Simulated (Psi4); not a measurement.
# CCSD(T)/cc-pVDZ run of SiCNClF2 (SMILES N#C[Si](F)(F)Cl)

Aim: the energy change on altering one bond length of SiCNClF2 at CCSD(T)/cc-pVDZ, from 2 runs. 

The calculation is run with Psi4 1.11.

5 further runs of the same task are left out: 4 that didn't finish, 1 set aside as unsound or not needed.

## (1) Starting point

SiCNClF2 has 6 atoms, charge 0, and is taken as a singlet. SMILES: `N#C[Si](F)(F)Cl`. The coordinates come from a PBE0-D4/def2-TZVP relaxation.

Bond lengths: N1–C2 1.150 Å, C2–Si3 1.827 Å, Si3–F4 1.567 Å, Si3–F5 1.567 Å, Si3–Cl6 1.998 Å. Angles: N1–C2–Si3 179.1°, C2–Si3–F4 108.2°, C2–Si3–F5 108.2°, C2–Si3–Cl6 110.3°, F4–Si3–F5 108.8°, F4–Si3–Cl6 110.6°, F5–Si3–Cl6 110.6°.

## (2) A single-point energy at CCSD(T)/cc-pVDZ

Input file job.in:

```
memory 2.2 GB

molecule molecule1 {
  N      3.63847868    -2.06395887     2.03599093
  C      1.94660688    -1.15141013     1.02045211
  Si    -0.74530798     0.33391461    -0.54858749
  F     -2.81172350    -1.73911495    -0.99720848
  F      0.16554001     1.35909103    -3.17285016
  Cl    -2.11441456     3.14053585     1.57489775
  units au
  symmetry c1
  no_reorient
  no_com
}

set basis cc-pVDZ
set reference rhf
set puream true
set e_convergence 1e-09
set d_convergence 1e-08
set scf_type pk
set num_frozen_docc 14

result, w = energy('ccsd(t)', return_wfn=True)
print_variables()
```

On the command line:

```sh
$ psi4 -n 1 job.in job.out
```

job.out, cut to the lines that bear on the results:

```text
[...]
  Running in c1 symmetry.
[...]
  Nuclear repulsion =  351.977763021774024
[...]
  Multiplicity = 1
[...]
  Nalpha       = 31
  Nbeta        = 31
[...]
    Number of basis functions: 92
[...]
   @RHF iter   1: -1039.70843872469732   -1.03069e+00   5.23543e-03 DIIS/ADIIS
[...]
   @RHF iter  13: -1039.81134173962960   -6.82121e-12   5.46345e-09 DIIS
[...]
    Orbital Energies [Eh]
    ---------------------
    Doubly Occupied:
       1A   -104.880720     2A    -68.982218     3A    -26.353566
       4A    -26.353525     5A    -15.631704     6A    -11.296394
       7A    -10.610538     8A     -8.077674     9A     -8.074797
      10A     -8.074782    11A     -6.317413    12A     -4.426382
      13A     -4.425524    14A     -4.424148    15A     -1.671049
      16A     -1.649728    17A     -1.260566    18A     -1.163350
      19A     -0.871613    20A     -0.782222    21A     -0.769456
      22A     -0.745214    23A     -0.712695    24A     -0.702279
      25A     -0.693730    26A     -0.617695    27A     -0.583350
      28A     -0.534780    29A     -0.528116    30A     -0.512194
      31A     -0.505017
[...]
  @RHF Final Energy: -1039.81134173962960
   => Energetics <=
    Nuclear Repulsion Energy =            351.9777630217740239
    One-Electron Energy =               -2139.1133319728951392
    Two-Electron Energy =                 747.3242272114914613
    Total Energy =                      -1039.8113417396295972
[...]
 Multipole Moments:
 ------------------------------------------------------------------------------------
     Multipole            Electronic (a.u.)      Nuclear  (a.u.)        Total (a.u.)
 ------------------------------------------------------------------------------------
 L = 1.  Multiply by 2.5417464519 to convert [e a0] to [Debye]
 Dipole X            :         32.4944558          -33.0460186           -0.5515628
 Dipole Y            :        -32.8163694           33.2875258            0.4711564
 Dipole Z            :         -2.0216475            1.9371583           -0.0844892
 Magnitude           :                                                    0.7303070
[...]
      * MP2 total energy                      = -1040.677651855841304
[...]
      * CCSD total energy                     = -1040.696187753821960
[...]
      * CCSD(T) total energy                  = -1040.720085168104333
[...]
```

Run time: 50 s. Hardware: 1 thread of Intel Xeon 6975P-C (Granite Rapids), shared host; peak memory 0.6 GiB.

## (3) The distorted shape, same level

Input file input.dat:

```
memory 2200 MB

molecule {
  N      1.539796    -1.526205     2.188372
  C      0.644496    -1.043305     1.650972
  Si    -0.780004    -0.257305     0.820672
  F     -1.873504    -1.354305     0.583272
  F      0.087600     0.719200    -1.679000
  Cl    -1.504504     1.227895     1.944372
  symmetry c1
  no_reorient
  no_com
}

set basis cc-pVDZ
set puream true
set e_convergence 1e-09
set d_convergence 1e-08
set scf_type pk
set num_frozen_docc 14

result = energy('ccsd(t)')
```

On the command line:

```sh
$ psi4 -n 1 input.dat output.dat
```

output.dat, cut to the lines that bear on the results:

```text
[...]
  Running in c1 symmetry.
[...]
  Nuclear repulsion =  316.171380276584557
[...]
  Multiplicity = 1
[...]
  Nalpha       = 31
  Nbeta        = 31
[...]
    Number of basis functions: 92
[...]
   @RHF iter   1: -1039.36083160746057   -1.28292e+00   7.14672e-03 ADIIS/DIIS
[...]
   @RHF iter  15: -1039.58172042829551   -1.77351e-11   8.52505e-09 DIIS
[...]
    Orbital Energies [Eh]
    ---------------------
    Doubly Occupied:
       1A   -104.933134     2A    -69.060563     3A    -26.406411
       4A    -26.174573     5A    -15.674454     6A    -11.340208
       7A    -10.661618     8A     -8.128712     9A     -8.125620
      10A     -8.125513    11A     -6.388508    12A     -4.496961
      13A     -4.495504    14A     -4.494850    15A     -1.708264
      16A     -1.389153    17A     -1.298615    18A     -1.208049
      19A     -0.897533    20A     -0.806037    21A     -0.771192
      22A     -0.761636    23A     -0.669755    24A     -0.624947
      25A     -0.581337    26A     -0.572987    27A     -0.548998
      28A     -0.543133    29A     -0.501462    30A     -0.501223
      31A     -0.436574
[...]
  @RHF Final Energy: -1039.58172042829551
   => Energetics <=
    Nuclear Repulsion Energy =            316.1713802765845571
    One-Electron Energy =               -2066.8511523616871273
    Two-Electron Energy =                 711.0980516568071153
    Total Energy =                      -1039.5817204282952844
[...]
 Multipole Moments:
 ------------------------------------------------------------------------------------
     Multipole            Electronic (a.u.)      Nuclear  (a.u.)        Total (a.u.)
 ------------------------------------------------------------------------------------
 L = 1.  Multiply by 2.5417464519 to convert [e a0] to [Debye]
 Dipole X            :         70.5885647          -71.6663742           -1.0778095
 Dipole Y            :         10.0095005          -10.1804554           -0.1709549
 Dipole Z            :       -111.2698932          113.2070973            1.9372042
 Magnitude           :                                                    2.2234340
[...]
      * MP2 total energy                      = -1040.481127026392187
[...]
      * CCSD total energy                     = -1040.499700287140286
[...]
      * CCSD(T) total energy                  = -1040.535624345647648
[...]
```

Wall time 56 s (1 thread of Intel Xeon 6975P-C (Granite Rapids), shared host); peak memory 0.6 GiB.

## (4) Outcome

At CCSD(T)/cc-pVDZ, 14 core orbitals frozen:

| quantity | value |
| --- | --- |
| first shape: total energy | -1040.72009 Eh |
| first shape: HOMO energy (Hartree–Fock orbitals) | -13.74 eV |
| first shape: LUMO energy (Hartree–Fock orbitals) | 2.67 eV |
| first shape: HOMO–LUMO gap (Hartree–Fock orbitals) | 16.41 eV |
| first shape: correlation energy (14 core orbitals frozen) | -908.7 mEh |
| first shape: (T) correction | -23.90 mEh |
| first shape: T1 diagnostic | 0.012 |
| distorted shape: total energy | -1040.53562 Eh |
| distorted shape: HOMO energy (Hartree–Fock orbitals) | -11.88 eV |
| distorted shape: LUMO energy (Hartree–Fock orbitals) | -1.79 eV |
| distorted shape: HOMO–LUMO gap (Hartree–Fock orbitals) | 10.09 eV |
| distorted shape: correlation energy (14 core orbitals frozen) | -953.9 mEh |
| distorted shape: (T) correction | -35.92 mEh |
| distorted shape: T1 diagnostic | 0.033 |
| energy change with the Si3–F5 bond stretched from 1.567 to 2.820 Å | 5.019 eV |

One bond (distorted shape) is far stretched, which a spin-restricted single reference describes badly; perturbation theory on it can break down and give far too much correlation. With the Si3–F5 bond stretched from 1.567 to 2.820 Å the energy rises by 5.02 eV (484 kJ/mol). The first shape isn't relaxed at this level, so the change isn't measured from a minimum. A restricted reference can't describe the breaking bond well at this length. The triples (first shape) make up 2.6 % of the correlation energy. The T1 diagnostic (distorted shape) of 0.033 is above the customary mark for such species, so a single reference may not serve. The triples (distorted shape) make up 3.8 % of the correlation energy.
